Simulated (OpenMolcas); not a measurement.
# F³⁺: CASSCF and CASPT2 terms and fine-structure levels, part 1 of 3

Which level of F³⁺ lies lowest, and where do the others fall? The reference wave functions come first, then spin-orbit coupling, then second-order correlation under several settings.

Method: state-averaged CASSCF and CASPT2, spin-orbit coupling by RASSI with atomic mean-field integrals. Code: OpenMolcas 26.06.

### 1 The system

| Item | Value |
| --- | --- |
| Species | F³⁺ (fluorine, Z = 9, 6 electrons) |
| Basis | ANO-R3 [4s4p2d1f], 33 functions |
| Scalar Hamiltonian | X2C, finite nucleus |
| Inactive shells | 1s |
| Active space | 4 electrons in 4 orbitals (2s 2p) |
| Some configurations of this space | 2p⁴, 2s 2p³, 2s² 2p² |
| Orbitals | optimised for the highest spin of each parity, averaged over the low roots |

Outer shells as boxes (Hund's rule):

2p4
```
2p [↑↓][↑ ][↑ ]
```

2s 2p3
```
2s [↑ ]
2p [↑ ][↑ ][↑ ]
```

2s2 2p2
```
2s [↑↓]
2p [↑ ][↑ ][  ]
```

The work runs as a chain of OpenMolcas steps in one folder; each step below is one input file. Labels, J, g values, rates, χT and fits are worked out afterwards by a script from the matrices that RASSI stores.

### 2 GATEWAY and SEWARD: basis and integrals

The input, a.inp:

```
&GATEWAY
Coord
1

F 0.0 0.0 0.0
Basis=ANO-R3
Group=XYZ
NoMove
AngMom=0.0 0.0 0.0
AMFI
&SEWARD
```

The run is started by

```bash
OMP_NUM_THREADS=1 MOLCAS_MEM=2252 MOLCAS_PROJECT=a pymolcas a.inp > a.log
```

Output:

```text
Basis set label: F.ANO-R...4S4P2D1F.

      Electronic valence basis set:
      ------------------
      Associated Effective Charge   9.000000 au
      Associated Actual Charge      9.000000 au
      Nuclear Model: Finite nucleus - Gaussian distribution
        Gaussian exponent, Xi/bohr**(-2):  5.35469E+08

      Shell  nPrim  nBasis  Cartesian Spherical Contaminant
         s      13       4        X
         p       8       4        X
         d       4       2                 X
         f       3       1                 X
                  Relativistic X2C integrals
                  Atomic mean-field integrals
```

### 3 CASSCF: triplets of even parity, 3 roots

The input, a.inp:

```
&RASSCF
FileOrb=start.orb
Symmetry=1
Spin=3
nActEl=4 0 0
Inactive=1 0
Ras2=1 3
CIRoot=3 3 1
SDav=6
CIMx=300
Iter=120 100
PrWF=0.3
OrbListing=Nothing
MaxOrb=0
Atom
>>> COPY $Project.JobIph JOB001
```

start.orb holds the contracted functions of the basis, ordered by shell, or the orbitals of the step before.

Output, shortened:

```text
[...]
      Number of active orbitals                  4
[...]
      Spin quantum number                      1.0
[...]
      Active orbitals                            1   3
[...]
      Number of CSFs                             6
      Number of root(s) required                 3
[...]
      Convergence after  6 iterations
[...]
      Natural orbitals and occupation numbers for root  1
      sym 1:   1.965775
      sym 2:   1.000000   0.034225   1.000000
      Natural orbitals and occupation numbers for root  2
      sym 1:   1.965775
      sym 2:   0.034225   1.000000   1.000000
      Natural orbitals and occupation numbers for root  3
      sym 1:   1.965775
      sym 2:   1.000000   1.000000   0.034225
::    RASSCF root number  1 Total energy:    -95.43243414
::    RASSCF root number  2 Total energy:    -95.43243414
::    RASSCF root number  3 Total energy:    -95.43243414
```

### 4 Reference wave functions, singlets of even parity, 12 roots

The input, a.inp:

```
&RASSCF
FileOrb=start.orb
Symmetry=1
Spin=1
nActEl=4 0 0
Inactive=1 0
Ras2=1 3
CIRoot=12 12 1
SDav=12
CIMx=300
Iter=120 100
PrWF=0.3
OrbListing=Nothing
MaxOrb=0
Atom
CIOnly
>>> COPY $Project.JobIph JOB002
```

The run is started by

```bash
OMP_NUM_THREADS=1 MOLCAS_MEM=2252 MOLCAS_PROJECT=a pymolcas a.inp > a.log
```

Output, shortened:

```text
[...]
      Number of active orbitals                  4
[...]
      Spin quantum number                      0.0
[...]
      Active orbitals                            1   3
[...]
      Number of CSFs                            12
      Number of root(s) required                12
[...]
      Natural orbitals and occupation numbers for root  1
      sym 1:   1.965775
      sym 2:   1.247888   0.652769   0.133569
      Natural orbitals and occupation numbers for root  2
      sym 1:   1.965775
      sym 2:   0.046675   1.102894   0.884657
      Natural orbitals and occupation numbers for root  3
      sym 1:   1.965775
      sym 2:   1.300582   0.224447   0.509196
::    RASSCF root number  1 Total energy:    -95.30673038
::    RASSCF root number  2 Total energy:    -95.30673038
[...]
::    RASSCF root number  9 Total energy:    -93.63299748
::    RASSCF root number 10 Total energy:    -93.63299748
::    RASSCF root number 11 Total energy:    -93.63299748
::    RASSCF root number 12 Total energy:    -93.36386541
```

CIOnly: the orbitals of an earlier block are kept, and only the CI is solved.

### 5 Reference wave functions, quintets of odd parity, 1 root

The input, a.inp:

```
&RASSCF
FileOrb=start.orb
Symmetry=2
Spin=5
nActEl=4 0 0
Inactive=1 0
Ras2=1 3
CIRoot=1 1 1
SDav=1
CIMx=300
Iter=120 100
PrWF=0.3
OrbListing=Nothing
MaxOrb=0
Atom
>>> COPY $Project.JobIph JOB003
```

The run is started by

```bash
OMP_NUM_THREADS=1 MOLCAS_MEM=2252 MOLCAS_PROJECT=a pymolcas a.inp > a.log
```

Output, shortened:

```text
[...]
      Number of active orbitals                  4
[...]
      Spin quantum number                      2.0
[...]
      Active orbitals                            1   3
[...]
      Number of CSFs                             1
      Number of root(s) required                 1
[...]
      Convergence after  5 iterations
[...]
      Natural orbitals and occupation numbers for root  1
      sym 1:   1.000000
      sym 2:   1.000000   1.000000   1.000000
::    RASSCF root number  1 Total energy:    -95.14946031
```

### 6 Reference wave functions, triplets of odd parity, 9 roots

The input, a.inp:

```
&RASSCF
FileOrb=start.orb
Symmetry=2
Spin=3
nActEl=4 0 0
Inactive=1 0
Ras2=1 3
CIRoot=9 9 1
SDav=9
CIMx=300
Iter=120 100
PrWF=0.3
OrbListing=Nothing
MaxOrb=0
Atom
CIOnly
>>> COPY $Project.JobIph JOB004
```

Output, shortened:

```text
[...]
      Number of active orbitals                  4
[...]
      Spin quantum number                      1.0
[...]
      Active orbitals                            1   3
[...]
      Number of CSFs                             9
      Number of root(s) required                 9
[...]
      Natural orbitals and occupation numbers for root  1
      sym 1:   1.000000
      sym 2:   1.000000   1.000000   1.000000
      Natural orbitals and occupation numbers for root  2
      sym 1:   1.000000
      sym 2:   1.000000   1.000000   1.000000
      Natural orbitals and occupation numbers for root  3
      sym 1:   1.000000
      sym 2:   1.000000   1.000000   1.000000
::    RASSCF root number  1 Total energy:    -94.74296466
::    RASSCF root number  2 Total energy:    -94.74296466
[...]
::    RASSCF root number  6 Total energy:    -94.61742241
::    RASSCF root number  7 Total energy:    -94.61742241
::    RASSCF root number  8 Total energy:    -94.61742241
::    RASSCF root number  9 Total energy:    -94.27673122
```

CIOnly: the orbitals of an earlier block are kept, and only the CI is solved.

### 7 CASSCF: singlets of odd parity, 8 roots

The input, a.inp:

```
&RASSCF
FileOrb=start.orb
Symmetry=2
Spin=1
nActEl=4 0 0
Inactive=1 0
Ras2=1 3
CIRoot=8 8 1
SDav=8
CIMx=300
Iter=120 100
PrWF=0.3
OrbListing=Nothing
MaxOrb=0
Atom
CIOnly
>>> COPY $Project.JobIph JOB005
```

The run is started by

```bash
OMP_NUM_THREADS=1 MOLCAS_MEM=2252 MOLCAS_PROJECT=a pymolcas a.inp > a.log
```

Output, shortened:

```text
[...]
      Number of active orbitals                  4
[...]
      Spin quantum number                      0.0
[...]
      Active orbitals                            1   3
[...]
      Number of CSFs                             8
      Number of root(s) required                 8
[...]
      Natural orbitals and occupation numbers for root  1
      sym 1:   1.000000
      sym 2:   1.000000   1.000000   1.000000
      Natural orbitals and occupation numbers for root  2
      sym 1:   1.000000
      sym 2:   1.000000   1.000000   1.000000
      Natural orbitals and occupation numbers for root  3
      sym 1:   1.000000
      sym 2:   1.000000   1.000000   1.000000
::    RASSCF root number  1 Total energy:    -94.30660012
::    RASSCF root number  2 Total energy:    -94.30660012
[...]
::    RASSCF root number  5 Total energy:    -94.30660012
::    RASSCF root number  6 Total energy:    -94.18105787
::    RASSCF root number  7 Total energy:    -94.18105787
::    RASSCF root number  8 Total energy:    -94.18105787
```

CIOnly: the orbitals of an earlier block are kept, and only the CI is solved.

### 8 State interaction with spin-orbit coupling

The input, a.inp:

```
&RASSI
NrOfJobIphs=4 3 6 1 8
1 2 3
1 2 3 4 5 6
1
1 2 3 4 5 6 7 8
IphNames
JOB001
JOB002
JOB003
JOB004
EJob
SpinOrbit
DIPRint=1.0
SOCoupling=1000.0
Subsets=2
MEES
Property=10
'ANGMOM' 1 'ANGMOM' 2 'ANGMOM' 3 'MLTPL  1' 1 'MLTPL  1' 2 'MLTPL  1' 3
'AMFI' 1 'AMFI' 2 'AMFI' 3 'MLTPL  2' 6
SOProperty=3
'ANGMOM' 1 'ANGMOM' 2 'ANGMOM' 3
```

Output:

```text
SPIN-FREE ENERGIES:
  (Shifted by EMIN (a.u.) =        -95.4324341383)

 SF State       Relative EMIN(au)   Rel lowest level(eV)    D:o, cm**(-1)      L_eff

     1             0.0000000000        0.0000000000              0.0000         1.0
     2             0.0000000000        0.0000000000              0.0000         1.0
     3             0.0000000000        0.0000000000              0.0000         1.0
     4             0.1257037629        3.4205736441          27588.7870         2.0
     5             0.1257037629        3.4205736441          27588.7870         2.0
     6             0.1257037629        3.4205736441          27588.7870         2.0
     7             0.1257037629        3.4205736441          27588.7870         2.0
     8             0.1257037629        3.4205736441          27588.7870         2.0
     9             0.2336829793        6.3588378083          51287.4857         0.0
    10             0.2829738275        7.7001101180          62105.5765         0.0
    11             0.6894694757       18.7614202075         151321.0590         2.0
    12             0.6894694757       18.7614202075         151321.0590         2.0
    13             0.6894694757       18.7614202075         151321.0590         2.0
    14             0.6894694757       18.7614202075         151321.0590         2.0
    15             0.6894694757       18.7614202075         151321.0590         2.0
    16             0.8150117263       22.1775988787         178874.3982         1.0
    17             0.8150117263       22.1775988787         178874.3982         1.0
    18             0.8150117263       22.1775988787         178874.3982         1.0
     Dipole printing threshold changed to   1.00000000E+00

++ Dipole transition strengths (spin-free states):
   -----------------------------------------------
     for osc. strength at least  1.00000000E+00

  ( Max oscillator strength is only    7.8898731378512887E-002 )
--
Eigenvalues of complex Hamiltonian:
   -----------------------------------
  (Shifted by EMIN (a.u.) =        -95.4324341383)

 SO State       Relative EMIN(au)   Rel lowest level(eV)    D:o, cm**(-1)     J-value

     1            -0.0019183960        0.0000000000              0.0000         0.0
     2            -0.0009432182        0.0265359399            214.0268         0.6
     3            -0.0009432182        0.0265359399            214.0268         1.0
     4            -0.0009432182        0.0265359399            214.0268         0.7
     5             0.0009289579        0.0774804479            624.9220         1.2
     6             0.0009289579        0.0774804479            624.9220         1.7
     7             0.0009289579        0.0774804479            624.9220         1.8
     8             0.0009289579        0.0774804479            624.9220         1.4
     9             0.0009289579        0.0774804479            624.9220         1.7
    10             0.1257180231        3.4731639002          28012.9560         1.7
    11             0.1257180231        3.4731639002          28012.9560         1.3
    12             0.1257180231        3.4731639002          28012.9560         2.0
    13             0.1257180231        3.4731639002          28012.9560         1.1
    14             0.1257180231        3.4731639002          28012.9560         1.6
    15             0.2337149389        6.4119096881          51715.5393         0.0
    16             0.2829669091        7.7521240717          62525.0973         1.0
    17             0.2829669091        7.7521240717          62525.0973         1.8
    18             0.2829669091        7.7521240717          62525.0973         2.0
    19             0.2829669091        7.7521240717          62525.0973         1.8
    20             0.2829669091        7.7521240717          62525.0973         1.0
    21             0.6894474912       18.8130241941         151737.2732         1.7
    22             0.6894474912       18.8130241941         151737.2732         1.9
    23             0.6894474912       18.8130241941         151737.2732         1.8
    24             0.6894474912       18.8130241941         151737.2732         1.0
    25             0.6894474912       18.8130241941         151737.2732         1.3
    26             0.6894572603       18.8132900234         151739.4173         0.6
    27             0.6894572603       18.8132900234         151739.4173         0.7
    28             0.6894572603       18.8132900234         151739.4173         0.9
    29             0.6894694757       18.8136224221         151742.0983         3.0
    30             0.6894694757       18.8136224221         151742.0983         2.6
    31             0.6894694757       18.8136224221         151742.0983         2.1
    32             0.6894694757       18.8136224221         151742.0983         2.8
    33             0.6894694757       18.8136224221         151742.0983         1.8
    34             0.6894694757       18.8136224221         151742.0983         2.3
    35             0.6894694757       18.8136224221         151742.0983         2.0
    36             0.8150117263       22.2298010933         179295.4374         0.0
    37             0.8150239417       22.2301334920         179298.1184         0.6
    38             0.8150239417       22.2301334920         179298.1184         0.7
    39             0.8150239417       22.2301334920         179298.1184         1.0
    40             0.8150406292       22.2305875822         179301.7809         1.8
    41             0.8150406292       22.2305875822         179301.7809         1.9
Weights of the five most important spin-orbit-free states for each spin-orbit state.

 SO State  Total energy (au)           Spin-free states, spin, and weights
 -------------------------------------------------------------------------------------------------------
    1        -0.001918       3 1.0  0.3333    2 1.0  0.3333    1 1.0  0.3333    9 0.0  0.0001    7 0.0  0.0000
    2        -0.000943       2 1.0  0.4919    3 1.0  0.4902    1 1.0  0.0179    9 0.0  0.0000    4 0.0  0.0000
    3        -0.000943       3 1.0  0.4975    1 1.0  0.4913    2 1.0  0.0112    6 0.0  0.0000    4 0.0  0.0000
    4        -0.000943       2 1.0  0.4969    1 1.0  0.4908    3 1.0  0.0123    5 0.0  0.0000    7 0.0  0.0000
    5         0.000929       3 1.0  0.5617    1 1.0  0.3708    2 1.0  0.0673    5 0.0  0.0001    7 0.0  0.0000
    6         0.000929       1 1.0  0.5391    2 1.0  0.4500    3 1.0  0.0108    6 0.0  0.0000    7 0.0  0.0000
    7         0.000929       3 1.0  0.5031    2 1.0  0.4838    1 1.0  0.0130    8 0.0  0.0001    4 0.0  0.0000
    8         0.000929       3 1.0  0.5798    1 1.0  0.2311    2 1.0  0.1890    5 0.0  0.0000    6 0.0  0.0000
    9         0.000929       1 1.0  0.5125    2 1.0  0.4763    3 1.0  0.0111    4 0.0  0.0000    7 0.0  0.0000
   10         0.125718       8 0.0  0.9999    2 1.0  0.0001    3 1.0  0.0000    1 1.0  0.0000    6 0.0  0.0000
   11         0.125718       7 0.0  0.9999    1 1.0  0.0001    3 1.0  0.0000    2 1.0  0.0000    6 0.0  0.0000
   12         0.125718       6 0.0  0.9999    2 1.0  0.0001    3 1.0  0.0000    1 1.0  0.0000    7 0.0  0.0000
```

Time for these steps: 9.3 s (1 thread of Arm Neoverse V1, shared host).

The roots that group into whole terms:

```
configuration  term  E (cm⁻¹)
      2s² 2p²    ³P       0.0
      2s² 2p²    ¹D     27589
      2s² 2p²    ¹S     51287
       2s 2p³   ⁵S°     62106
       2s 2p³   ³D°    151321
       2s 2p³   ³P°    178874
```

Fine-structure levels, from the RASSI matrices grouped by J:

```tsv
Configuration	Term	J	E (cm⁻¹)	g	Leading %
2s² 2p²	³P	0	0.0		100
2s² 2p²	³P	1	214	1.501	100
2s² 2p²	³P	2	625	1.501	100
2s² 2p²	¹D	2	28013	1.000	100
2s² 2p²	¹S	0	51716		100
2s 2p³	⁵S°	2	62525	2.002	100
2s 2p³	³D°	2	151737	1.167	100
2s 2p³	³D°	1	151739	0.499	100
2s 2p³	³D°	3	151742	1.334	100
2s 2p³	³P°	0	179295		100
2s 2p³	³P°	1	179298	1.501	100
2s 2p³	³P°	2	179302	1.501	100
```

Orbitals of the lowest block:

```
shell     space  energy (hartree)  mean occupation  ⟨r²⟩ (bohr²)
   1s  inactive          -29.2544            2.000        0.0403
   2s      RAS2                              1.966         0.922
   2p      RAS2                              2.034         0.825
```

Transitions at CASSCF energies (vacuum wavelengths; branching counts decays inside the model space alone):

```
      upper        lower  type  λ (nm)   A (s-1)  branching %
2s 2p³ ³P°₁  2s² 2p² ³P₀    E1   55.77  1.12e+09         32.9
2s 2p³ ³P°₂  2s² 2p² ³P₁    E1   55.84  8.24e+08         24.3
2s 2p³ ³P°₁  2s² 2p² ³P₁    E1   55.84  8.70e+08         25.5
2s 2p³ ³P°₀  2s² 2p² ³P₁    E1   55.84  3.41e+09        100.0
2s 2p³ ³P°₂  2s² 2p² ³P₂    E1   55.97  2.57e+09         75.7
2s 2p³ ³P°₁  2s² 2p² ³P₂    E1   55.97  1.42e+09         41.6
2s 2p³ ³D°₁  2s² 2p² ³P₀    E1    65.9  6.96e+08         56.8
2s 2p³ ³D°₁  2s² 2p² ³P₁    E1      66  4.99e+08         40.7
2s 2p³ ³D°₂  2s² 2p² ³P₁    E1      66  9.35e+08         76.6
2s 2p³ ³P°₂  2s² 2p² ¹D₂    E1    66.1  1.78e+05          0.0
2s 2p³ ³P°₁  2s² 2p² ¹D₂    E1    66.1  9.84e+04          0.0
2s 2p³ ³D°₃  2s² 2p² ³P₂    E1   66.17  1.21e+09        100.0
2s 2p³ ³D°₁  2s² 2p² ³P₂    E1   66.17  3.04e+07          2.5
2s 2p³ ³D°₂  2s² 2p² ³P₂    E1   66.18  2.85e+08         23.4
2s 2p³ ³P°₁  2s² 2p² ¹S₀    E1   78.38  5.47e+04          0.0
2s 2p³ ³D°₃  2s² 2p² ¹D₂    E1   80.82  7.61e+04          0.0
2s 2p³ ³D°₁  2s² 2p² ¹D₂    E1   80.82  1.91e+03          0.0
2s 2p³ ³D°₂  2s² 2p² ¹D₂    E1   80.82  1.79e+04          0.0
2s 2p³ ³P°₂  2s 2p³ ⁵S°₂    M1   85.63  8.41e-01          0.0
2s 2p³ ³D°₁  2s² 2p² ¹S₀    E1   99.98  2.70e+04          0.0
2s 2p³ ⁵S°₂  2s² 2p² ³P₁    E1   160.5  4.73e+02         25.7
2s 2p³ ⁵S°₂  2s² 2p² ³P₂    E1   161.6  1.37e+03         74.3
```

(Continued in part 2 of 3.)
